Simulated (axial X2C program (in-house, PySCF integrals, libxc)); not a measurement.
# BBe: from the state search to constants

Aim: find the lowest determinant of BBe, scan the bond at several levels and fit the constants, once spin-free and once with spin–orbit coupling.

Method: all-electron X2C, B dyall-v3z, Be dyall-cv3z; program: an in-house X2C program for linear molecules on PySCF integrals.

All values are calculated.

### Step 1. The job

task.json reads:

```json
{"zs": [5, 4], "q": 0, "bas": ["dyall-v3z", "dyall-cv3z"], "levels": ["PBE0", "HF", "B97-3"], "cc": true, "r0": 1.87, "thr": -2.0, "nmax": 90, "npts": 10, "nst": 2, "ntry": 6}
```

Keys: zs atomic numbers; q charge; bas basis sets; levels methods (HF also brings MP2); cc coupled cluster on or off; r0 starting distance in Å; thr threshold in hartree for freezing inner shells (an s shell follows its p shell); nmax most natural virtual spinors; npts points asked for on the curve; nst determinants followed; ntry starts of the search.

Started as:

```sh
> python so2c.py task.json out
```

Spin-free means the one-electron spin-free X2C Hamiltonian; two-component (2c) means X2C with spin–orbit coupling and atomic mean-field two-electron Coulomb and Gaunt terms. Basis: B dyall-v3z contracted to [7s6p2d1f], Be dyall-cv3z contracted to [8s8p3d1f]; Gaussian nuclei, density fitting. Masses: B 11.009 u, Be 9.012 u.

Notation: σ, π±, δ± give the projection m of an orbital's angular momentum (0, ±1, ±2), α and β its spin, Λ and M_S the sums; ω is the projection of a spinor's total angular momentum and Ω the sum. Logs are in hartree.

The results follow Hamiltonian by Hamiltonian and level by level.

### Step 2. Which state to follow

PBE0 moves the distance from 1.870 Å to 1.961 Å and compares determinants there.

Spin-free determinants:

| ΔE (eV) | state | open shells |
| --- | --- | --- |
| 0.00 | M_S = 1/2, Λ = 1 | beyond closed shells: π+α |
| 0.14 | M_S = 3/2, Λ = 1 | beyond closed shells: 2 × σα, π+α |
| 0.25 | M_S = 1/2, Λ = 0 | beyond closed shells: σα |
| 0.29 | M_S = 3/2, Λ = 0 | beyond closed shells: σα, π+α, π-α |
| 0.67 | M_S = 1/2, Λ = 1 | beyond closed shells: 2 × σα, π+β |
| 1.10 | M_S = 1/2, Λ = 0 | beyond closed shells: σβ, π+α, π-α |
| 1.44 | M_S = 1/2, Λ = 2 | beyond closed shells: σα, π+α, π+β |

Two-component determinants:

| ΔE (eV) | state | open shells |
| --- | --- | --- |
| 0.00 | Ω = 1/2 | excess of +ω over −ω: ω = 1/2 |
| 0.00 | Ω = 3/2 | excess of +ω over −ω: ω = 3/2 |
| 0.14 | Ω = 5/2 | excess of +ω over −ω: 2 × ω = 1/2, ω = 3/2 |
| 0.67 | Ω = 3/2 | excess of +ω over −ω: 3 × ω = 1/2 |
| 0.67 | Ω = 1/2 | excess of +ω over −ω: 2 × ω = -1/2, ω = 3/2 |

### Step 3. PBE0, spin-free

State followed: M_S = 1/2, Λ = 1 (beyond closed shells: π+α). The scan is laid around 1.961 Å, a first estimate of the minimum, and this SCF restarts from the orbitals of the search.

The SCF at the reference distance of 1.961 Å:

```text
spin-free X2C-1e  PBE0
basis functions 96  fitting functions 514  grid points 4356
iter        total energy     max residual
   1        -39.301384576     2.14e-05
   2        -39.301384566     5.74e-05
   3        -39.301384591     9.05e-06
   4        -39.301384601     9.18e-06
   5        -39.301384597     8.30e-06
   6        -39.301384580     2.41e-06
   7        -39.301384579     1.22e-06
converged
one-electron -62.28176209  Coulomb 24.20849203  exact exchange -1.60533942  xc functional -5.01978898  nuclear repulsion 5.39701388
```

Along the bond, energies from the lowest point:

```csv
R (Å),E (eV),μ (D),HOMO (eV),LUMO (eV),iterations
1.706,0.3273,2.01,-5.74,-3.73,14
1.784,0.1357,1.97,-5.72,-3.61,13
1.843,0.0533,1.94,-5.62,-3.52,13
1.902,0.0111,1.91,-5.53,-3.45,12
1.961,0.0000,1.87,-5.45,-3.38,7
2.030,0.0165,1.83,-5.37,-3.30,12
2.098,0.0558,1.78,-5.30,-3.23,12
2.187,0.1280,1.72,-5.22,-3.15,12
2.294,0.2342,1.65,-5.14,-3.06,13
2.451,not converged,n/a,n/a,n/a,130
```

Dipoles are positive if Be is the positive end.

Outer orbitals at the reference distance:

```tsv
symmetry	occupied	ε (eV)	atomic character
σα	yes	-12.19	58% B s, 21% Be s, 14% Be p
σβ	yes	-11.22	56% B s, 22% Be s, 14% Be p
σα	yes	-6.41	42% B p, 34% Be s, 12% B s
σβ	yes	-6.05	45% B p, 30% Be s, 13% B s
π+α	yes	-5.45	68% B p, 28% Be p, 2% Be d
π-α	no	-3.38	61% B p, 36% Be p
σα	no	-3.09	40% Be p, 34% B p, 20% Be s
σβ	no	-2.99	41% Be p, 31% B p, 22% Be s
π-β	no	-2.58	53% B p, 44% Be p
```

PBE0 fields in the half plane through the axis: z from -2.4 to 4.2 Å across, distance from the axis 0.15 to 2.25 Å upwards; B lies at z = 0 and Be at z = 1.961 Å; the ELF is damped to zero where the density is low.

log10 density (e/bohr³). Ten even steps from '0' (-4.51 ) to '9' (0.66 ):
```
00011222222222222221110
01122233333333333322111
01223333443334433332221
12233444444444444433221
12334455555555554443322
12344556666555555544332
22345566666666665544332
23345667976666996554432
```

ELF. Ten even steps from '0' (0.00 ) to '9' (1.00 ):
```
00000000000001233210000
00001232211113567653100
00124565432235788887410
00357887654457899998730
02588998876678899999862
03789998778887326999984
15899993028981000699985
15899970907970990299996
```

Re = 1.956 Å, ωe = 618 cm⁻¹, ωexe = 9.33 cm⁻¹, Be = 0.8887 cm⁻¹, De = 0.967 eV, μ = 1.87 D.

### Step 4. HF, spin-free

The SCF at the reference distance of 1.961 Å:

```text
spin-free X2C-1e  HF
basis functions 96  fitting functions 514  grid points 4356
iter        total energy     max residual
   1        -39.097613848     5.09e-02
   2        -39.104517993     6.10e-03
   3        -39.105207220     4.01e-03
   4        -39.105611208     2.91e-03
   5        -39.105832671     2.99e-03
   6        -39.105417985     2.75e-03
   7        -39.105454137     2.62e-03
   8        -39.105597110     8.67e-04
   9        -39.105617290     8.97e-05
  10        -39.105617414     2.94e-05
  11        -39.105617454     2.53e-05
  12        -39.105617471     6.80e-06
  13        -39.105617473     7.17e-07
  14        -39.105617473     2.64e-07
converged
one-electron -62.17164689  Coulomb 24.11080609  exact exchange -6.44179055  xc functional 0.00000000  nuclear repulsion 5.39701388
```

No constants are quoted: the lowest point is the long end of the scan.

### Step 5. B97-3, spin-free

The SCF at the reference distance of 1.961 Å:

```text
spin-free X2C-1e  B97-3
basis functions 96  fitting functions 514  grid points 4356
iter        total energy     max residual
   1        -39.361502853     1.21e-02
   2        -39.361928829     1.31e-03
   3        -39.361865761     3.87e-03
   4        -39.361987683     7.64e-04
   5        -39.362026391     5.94e-04
   6        -39.361997877     5.08e-04
   7        -39.361910619     2.37e-04
   8        -39.361907404     5.35e-05
   9        -39.361907314     9.12e-06
  10        -39.361907317     5.70e-06
  11        -39.361907317     7.77e-07
converged
one-electron -62.30895636  Coulomb 24.24127133  exact exchange -1.73042328  xc functional -4.96081289  nuclear repulsion 5.39701388
```

Re = 1.953 Å, ωe = 616 cm⁻¹, ωexe = 8.84 cm⁻¹, Be = 0.8916 cm⁻¹, De = 0.864 eV, μ = 1.85 D.

### Step 6. MP2 and beyond, spin-free

Correlated methods: 5 electrons correlated (frozen shells, counted by type: B 1 s; Be 1 s), 155 virtual spinors in MP2, 90 natural virtuals in coupled cluster.

Output of the correlated part at 1.961 Å:

```text
correlated 5  virtual 155  natural virtual 90  E(MP2) -0.109787064  MP2 remainder -0.001311083
iter   CCSD correlation   residual
   1     -0.125641240   1.75e-01
   2     -0.137931952   1.00e-01
   3     -0.139862099   3.90e-02
   4     -0.140947767   2.16e-02
   5     -0.141147996   9.10e-03
   6     -0.141169017   5.64e-03
   7     -0.141239468   4.17e-03
   8     -0.141298333   3.19e-03
   9     -0.141346673   2.23e-03
  10     -0.141365747   1.24e-03
  11     -0.141381190   7.51e-04
  12     -0.141388781   4.05e-04
  13     -0.141393137   2.02e-04
  14     -0.141394560   1.09e-04
  15     -0.141395960   6.24e-05
  16     -0.141396722   3.04e-05
  17     -0.141396756   1.78e-05
  18     -0.141396897   1.24e-05
  19     -0.141396838   9.05e-06
  20     -0.141396945   6.49e-06
  21     -0.141397068   5.04e-06
  22     -0.141397183   2.94e-06
  23     -0.141397210   1.59e-06
  24     -0.141397224   9.76e-07
(T) -0.009902137  T1 0.0796  D1 0.1147  max T2 0.297
```

T1 in the output is the amplitude norm over the root of the electron number; divide by √2 for the Lee–Taylor value.

MP2: Re = 1.912 Å, ωe = 707 cm⁻¹, Be = 0.9302 cm⁻¹, De = 0.704 eV.

CCSD: Re = 1.955 Å, ωe = 608 cm⁻¹, ωexe = 13 cm⁻¹, Be = 0.8904 cm⁻¹, De = 0.602 eV. T1 at Re = 0.056 (Lee–Taylor, the printed value over √2).

CCSD(T): Re = 1.931 Å, ωe = 655 cm⁻¹, ωexe = 10.2 cm⁻¹, Be = 0.9125 cm⁻¹, De = 0.841 eV. T1 at Re = 0.055 (Lee–Taylor, the printed value over √2).

### Step 7. A higher determinant, spin-free

State: M_S = 3/2, Λ = 1 (beyond closed shells: 2 × σα, π+α).

Output at the reference distance:

```text
spin-free X2C-1e  PBE0
basis functions 96  fitting functions 514  grid points 4356
iter        total energy     max residual
   1        -39.296187553     4.16e-06
   2        -39.296187554     2.34e-06
converged
one-electron -62.27051965  Coulomb 24.26845455  exact exchange -1.63384210  xc functional -5.05729424  nuclear repulsion 5.39701388
```

```
R (Å)  E above the lowest PBE0 point (eV)
1.706                               0.145
1.784                               0.055
1.843                               0.047
1.902                               0.079
1.961                               0.141
2.030                               0.244
2.098                               0.371
2.187                               0.557
2.294                               0.804
```

Re = 1.824 Å, ωe = 823 cm⁻¹, ωexe = 5.74 cm⁻¹, Be = 1.023 cm⁻¹, μ = -0.27 D. Te = 0.04 eV.

### Step 8. The spin-free curves together

Energy (eV) of the followed determinant, spin-free, from each level's lowest point:

```
R (Å)   PBE0     HF    MP2   CCSD  CCSD(T)  B97-3
1.706  0.327  0.585  0.282    n/a      n/a  0.317
1.784  0.136  0.357  0.095  0.130    0.101  0.130
1.843  0.053  0.243  0.025  0.050    0.031  0.050
1.902  0.011  0.162  0.000  0.010    0.000  0.010
1.961  0.000  0.107  0.009  0.000    0.000  0.000
2.030  0.017  0.066  0.048  0.016    0.029  0.018
2.098  0.056  0.040  0.104  0.054    0.080  0.058
2.187  0.128  0.021  0.186  0.119    0.165    n/a
2.294  0.234  0.009  0.285    n/a      n/a    n/a
2.451    n/a  0.000  0.407    n/a      n/a  0.336
```

### Step 9. PBE0, 2c

State followed: Ω = 1/2 (excess of +ω over −ω: ω = 1/2). The scan is laid around 1.961 Å, a first estimate of the minimum, and this SCF restarts from the orbitals of the search.

Output at 1.961 Å:

```text
two-component X2C + atomic mean field  PBE0
basis functions 96  fitting functions 514  grid points 4356
iter        total energy     max residual
   1        -39.300270697     1.22e-05
   2        -39.300270726     1.85e-05
   3        -39.300270700     2.11e-05
   4        -39.300270657     6.88e-06
   5        -39.300270660     4.86e-06
   6        -39.300270662     2.41e-06
   7        -39.300270663     2.28e-07
converged
one-electron -62.27906297  Coulomb 24.20777820  exact exchange -1.60527757  xc functional -5.01960015  nuclear repulsion 5.39701388  atomic mean-field constant -0.00112204
```

Along the bond, energies from the lowest point:

```
R (Å)         E (eV)  μ (D)  HOMO (eV)  LUMO (eV)  iterations
1.706         0.3275   2.01      -5.74      -3.73          14
1.784         0.1358   1.97      -5.72      -3.61          13
1.843         0.0534   1.94      -5.62      -3.52          13
1.902         0.0111   1.91      -5.53      -3.45          12
1.961         0.0000   1.87      -5.45      -3.38           7
2.030         0.0165   1.83      -5.37      -3.30          12
2.098         0.0558   1.78      -5.30      -3.23          12
2.187         0.1279   1.72      -5.22      -3.15          12
2.294         0.2341   1.65      -5.14      -3.06          13
2.451  not converged    n/a        n/a        n/a         130
```

Dipoles are positive if Be is the positive end.

Outer spinors at the reference distance:

| ω | occupied | ε (eV) | atomic character | λ mixture |
| --- | --- | --- | --- | --- |
| -1/2 | yes | -12.19 | 58% B s, 21% Be s, 14% Be p | 100% σ |
| 1/2 | yes | -11.22 | 56% B s, 22% Be s, 14% Be p | 100% σ |
| -1/2 | yes | -6.41 | 42% B p, 34% Be s, 12% B s | 100% σ |
| 1/2 | yes | -6.05 | 45% B p, 30% Be s, 13% B s | 100% σ |
| 1/2 | yes | -5.45 | 68% B p, 28% Be p, 2% Be d | 100% π |
| -3/2 | no | -3.38 | 61% B p, 36% Be p | 100% π |
| -1/2 | no | -3.09 | 40% Be p, 34% B p, 20% Be s | 100% σ |
| 1/2 | no | -2.99 | 41% Be p, 31% B p, 22% Be s | 100% σ |
| -1/2 | no | -2.58 | 53% B p, 44% Be p | 100% π |

PBE0 fields in the half plane through the axis: z from -2.4 to 4.2 Å across, distance from the axis 0.15 to 2.25 Å upwards; B lies at z = 0 and Be at z = 1.961 Å; the ELF is damped to zero where the density is low.

log10 density (e/bohr³). Ten even steps from '0' (-4.51 ) to '9' (0.66 ):
```
00011222222222222221110
01122233333333333322111
01223333443334433332221
12233444444444444433221
12334455555555554443322
12344556666555555544332
22345566666666665544332
23345667976666996554432
```

ELF. Ten even steps from '0' (0.00 ) to '9' (1.00 ):
```
00000000000001233210000
00001232211113567653100
00124565432235788887410
00357887654457899998730
02588998876678899999862
03789998778887326999984
15899993028981000699985
15899970907970990299996
```

Re = 1.957 Å, ωe = 618 cm⁻¹, ωexe = 9.33 cm⁻¹, Be = 0.8887 cm⁻¹, De = 0.967 eV, μ = 1.87 D.

### Step 10. HF, 2c

The SCF at the reference distance of 1.961 Å:

```text
two-component X2C + atomic mean field  HF
basis functions 96  fitting functions 514  grid points 4356
iter        total energy     max residual
   1        -39.096503235     5.09e-02
   2        -39.103406315     6.10e-03
   3        -39.104095513     4.01e-03
   4        -39.104499869     2.91e-03
   5        -39.104720792     2.99e-03
   6        -39.104305148     2.75e-03
   7        -39.104341653     2.62e-03
   8        -39.104484644     8.66e-04
   9        -39.104504913     9.00e-05
  10        -39.104505116     5.73e-05
  11        -39.104505261     6.43e-05
  12        -39.104505298     6.64e-05
  13        -39.104504961     4.26e-05
  14        -39.104504778     1.28e-05
  15        -39.104504763     1.94e-06
  16        -39.104504764     8.88e-07
converged
one-electron -62.16895469  Coulomb 24.11009593  exact exchange -6.44153784  xc functional 0.00000000  nuclear repulsion 5.39701388  atomic mean-field constant -0.00112204
```

No constants are quoted: the lowest point is the long end of the scan.

### Step 11. B97-3, 2c

Output at 1.961 Å:

```text
two-component X2C + atomic mean field  B97-3
basis functions 96  fitting functions 514  grid points 4356
iter        total energy     max residual
   1        -39.360387222     1.21e-02
   2        -39.360813092     1.31e-03
   3        -39.360750214     3.87e-03
   4        -39.360871863     7.64e-04
   5        -39.360910527     5.94e-04
   6        -39.360882106     5.08e-04
   7        -39.360794880     2.37e-04
   8        -39.360791660     5.34e-05
   9        -39.360791570     9.12e-06
  10        -39.360791573     5.69e-06
  11        -39.360791574     8.12e-07
converged
one-electron -62.30625262  Coulomb 24.24055196  exact exchange -1.73035642  xc functional -4.96062633  nuclear repulsion 5.39701388  atomic mean-field constant -0.00112204
```

Re = 1.953 Å, ωe = 616 cm⁻¹, ωexe = 8.84 cm⁻¹, Be = 0.8915 cm⁻¹, De = 0.865 eV, μ = 1.85 D.

### Step 12. MP2 and beyond, 2c

Correlated methods: 5 electrons correlated (frozen shells, counted by type: B 1 s; Be 1 s), 155 virtual spinors in MP2, 90 natural virtuals in coupled cluster.

Output of the correlated part at 1.961 Å:

```text
correlated 5  virtual 155  natural virtual 90  E(MP2) -0.109784109  MP2 remainder -0.001310955
iter   CCSD correlation   residual
   1     -0.125637679   1.75e-01
   2     -0.137927198   1.00e-01
   3     -0.139856715   3.90e-02
   4     -0.140942109   2.16e-02
   5     -0.141142285   9.10e-03
   6     -0.141163303   5.64e-03
   7     -0.141233788   4.17e-03
   8     -0.141292695   3.19e-03
   9     -0.141341063   2.23e-03
  10     -0.141360123   1.24e-03
  11     -0.141375558   7.50e-04
  12     -0.141383141   4.04e-04
  13     -0.141387494   2.02e-04
  14     -0.141388915   1.09e-04
  15     -0.141390314   6.27e-05
  16     -0.141391076   3.09e-05
  17     -0.141391109   1.85e-05
  18     -0.141391251   1.32e-05
  19     -0.141391187   9.87e-06
  20     -0.141391301   7.28e-06
  21     -0.141391428   5.74e-06
  22     -0.141391553   3.52e-06
  23     -0.141391580   2.10e-06
  24     -0.141391592   1.50e-06
(T) -0.009901150  T1 0.0796  D1 0.1147  max T2 0.297
```

MP2: Re = 1.912 Å, ωe = 707 cm⁻¹, Be = 0.9301 cm⁻¹, De = 0.705 eV.

CCSD: Re = 1.955 Å, ωe = 608 cm⁻¹, ωexe = 12.9 cm⁻¹, Be = 0.8904 cm⁻¹, De = 0.603 eV. T1 at Re = 0.056 (Lee–Taylor, the printed value over √2).

CCSD(T): Re = 1.931 Å, ωe = 654 cm⁻¹, ωexe = 10.2 cm⁻¹, Be = 0.9125 cm⁻¹, De = 0.842 eV. T1 at Re = 0.055 (Lee–Taylor, the printed value over √2).

### Step 13. A higher determinant, 2c

State: Ω = 3/2 (excess of +ω over −ω: ω = 3/2).

Output at the reference distance:

```text
two-component X2C + atomic mean field  PBE0
basis functions 96  fitting functions 514  grid points 4356
iter        total energy     max residual
   1        -39.300231198     1.14e-05
   2        -39.300231221     1.67e-05
   3        -39.300231197     1.93e-05
   4        -39.300231165     4.15e-06
   5        -39.300231166     3.19e-06
converged
one-electron -62.27888825  Coulomb 24.20761719  exact exchange -1.60527149  xc functional -5.01958046  nuclear repulsion 5.39701388  atomic mean-field constant -0.00112204
```

```csv
R (Å),E above the lowest PBE0 point (eV)
1.706,0.329
1.784,0.137
1.843,0.055
1.902,0.012
1.961,0.001
2.030,0.018
2.098,0.057
2.187,0.129
2.294,0.235
```

Re = 1.957 Å, ωe = 618 cm⁻¹, ωexe = 9.33 cm⁻¹, Be = 0.8887 cm⁻¹, μ = 1.87 D. Te = 0.00 eV.

### Step 14. The 2c curves together

Energy (eV) of the followed determinant, 2c, from each level's lowest point:

```
R (Å)   PBE0     HF    MP2   CCSD  CCSD(T)  B97-3
1.706  0.328  0.585  0.282    n/a      n/a  0.317
1.784  0.136  0.358  0.095  0.130    0.102  0.130
1.843  0.053  0.243  0.025  0.050    0.031  0.050
1.902  0.011  0.163  0.000  0.010    0.000  0.010
1.961  0.000  0.108  0.009  0.000    0.000  0.000
2.030  0.016  0.066  0.048  0.016    0.029  0.018
2.098  0.056  0.040  0.104  0.054    0.080  0.058
2.187  0.128  0.021  0.186  0.119    0.165    n/a
2.294  0.234  0.009  0.285    n/a      n/a    n/a
2.451    n/a  0.000  0.407    n/a      n/a  0.336
```

Time for the job: 57 s (1 thread of Arm Neoverse V1, shared host).

### Step 15. Constants

Lowest determinant that the search found at its distance, spin-free: M_S = 1/2, Λ = 1 (beyond closed shells: π+α).

Lowest determinant that the search found at its distance, 2c: Ω = 1/2 (excess of +ω over −ω: ω = 1/2).

```
Hamiltonian    level  Re (Å)  ωe (cm⁻¹)  De (eV)  μ (D)
  spin-free     PBE0   1.956        618    0.967   1.87
  spin-free      MP2   1.912        707    0.704    n/a
  spin-free     CCSD   1.955        608    0.602    n/a
  spin-free  CCSD(T)   1.931        655    0.841    n/a
  spin-free    B97-3   1.953        616    0.864   1.85
         2c     PBE0   1.957        618    0.967   1.87
         2c      MP2   1.912        707    0.705    n/a
         2c     CCSD   1.955        608    0.603    n/a
         2c  CCSD(T)   1.931        654    0.842    n/a
         2c    B97-3   1.953        616    0.865   1.85
```

Dipoles are positive if Be is the positive end. No constants: spin-free HF (the lowest point is the long end of the scan); 2c HF (the lowest point is the long end of the scan).

Time per point (s) on 1 thread of Arm Neoverse V1, shared host (2c runs; CCSD comes with the CCSD(T) run); the times are rough: PBE0 0.39, MP2 0.12, CCSD(T) 1.9, B97-3 0.61.

**Reading.** At CCSD(T), going from spin-free to two-component changes Re by 0 mÅ, ωe by 0.0 %, which is small (part of it comes from the scalar share of the two-electron terms). De moves by 0.00 eV; both De rest on single-determinant atoms, which can miss part of an open shell's spin–orbit lowering.

De refers to B + Be, each in the lowest determinant found, which need not be this curve's own limit. Each curve is one determinant whose occupation by symmetry is held fixed; it was picked as the lowest of a PBE0 search that is not exhaustive. Dissociation energies refer to the lowest single-determinant-based atoms at the same level and basis. Density functionals use the spin component along the axis (collinear). CCSD and (T) use frozen natural virtuals with an MP2 correction for the truncation. Some points did not converge and are left out. T1 at Re is 0.056 (Lee–Taylor), above the customary mark of 0.02.
